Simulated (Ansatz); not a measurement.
# InH₄− (singlet): wave-function methods side by side, def2-SVPD

One table from this session's results is given with a row withheld; the runs are named, their logs left out.

Method: def2-SVPD, core rule «outside noble gas», up to 9 orbitals frozen; program: Ansatz 0.2.0, Gaussian basis.

Plan: UHF; CCSD(T) on RHF; BCCD(T) on RHF; CISD; CCSDT(Q) on RHF; CASSCF and MRCISD+Q, 8 electrons in 8 orbitals; CASSCF and NEVPT4(SD), 8 electrons in 8 orbitals; CASSCF and NEVPT2, 8 electrons in 8 orbitals.

17 further runs of the same task are left out: 2 for a known fault of the program, 6 that didn't finish, 9 set aside as unsound or not needed.

## What is computed

The geometry is a PBE0/def2-TZVPD stationary point (not a proven minimum). No spin-orbit coupling is included. Elements past krypton take def2 core potentials.

5 atoms, charge -1, spin multiplicity 1.

Atoms are counted from 1 here; the program's logs count them from 0.

Bond lengths: In1–H2 1.785 Å, In1–H3 1.785 Å, In1–H4 1.785 Å, In1–H5 1.785 Å. Angles: H2–In1–H3 109.5°, H2–In1–H4 109.5°, H2–In1–H5 109.5°, H3–In1–H4 109.5°, H3–In1–H5 109.5°, H4–In1–H5 109.5°.

Set-up of the first run:

The input, in.yaml:

```yaml
crystal:
  periodic: [false, false, false]
  atoms:
    - {symbol: In, position_ang: [0.000000, 0.000000, 0.000000]}
    - {symbol: H, position_ang: [1.030800, 1.030800, 1.030800]}
    - {symbol: H, position_ang: [-1.030800, -1.030800, 1.030800]}
    - {symbol: H, position_ang: [-1.030800, 1.030800, -1.030800]}
    - {symbol: H, position_ang: [1.030800, -1.030800, -1.030800]}
basis:
  gaussian: {orbitals: def2-SVPD}
total_charge: -1
magnetization: {spin_polarized: true, initial_magnetization: 0}
hamiltonian: {xc: hf}
output: {orbitals: {seedname: orbitals}}
```

Launch:

```bash
> ansatz run in.yaml --threads 1 --pin off --events-out ev --progress --plain --max-ram 2393MiB
```

Among the steps run: UHF; CCSD(T) on RHF; BCCD(T) on RHF; CISD; CCSDT(Q) on RHF; CASSCF and MRCISD+Q, 8 electrons in 8 orbitals; CASSCF and NEVPT4(SD), 8 electrons in 8 orbitals; CASSCF and NEVPT2, 8 electrons in 8 orbitals.

One table of the session follows, with a row left open; its other results are not shown here.

| method | from RCCSDT(Q) (meV) |
| --- | --- |
| RHF | +3751.8 |
| RMP2 | +917.8 |
| RCCSD | +78.1 |
| RCCSD(T) | ? |
| BCCD(T) | +18.1 |
| RCCSDT | +1.5 |
| RCCSDT(Q) | 0 |
| CASSCF valence | +2183.7 |
| NEVPT2 valence | +757.8 |
| NEVPT4(SD) valence | +106.4 |
| MRCISD valence | +73.3 |
| MRCISD+Q valence | -33.9 |

Estimate the missing values for RCCSD(T).

As computed: from RCCSDT(Q) (meV): +18.7. In the column «from RCCSDT(Q) (meV)» it lies between BCCD(T) (+18.1) and MRCISD valence (+73.3).

Not comparable, so not listed: CISD (they don't share determinant, frozen orbitals or solution with the rows shown, or repeat one).
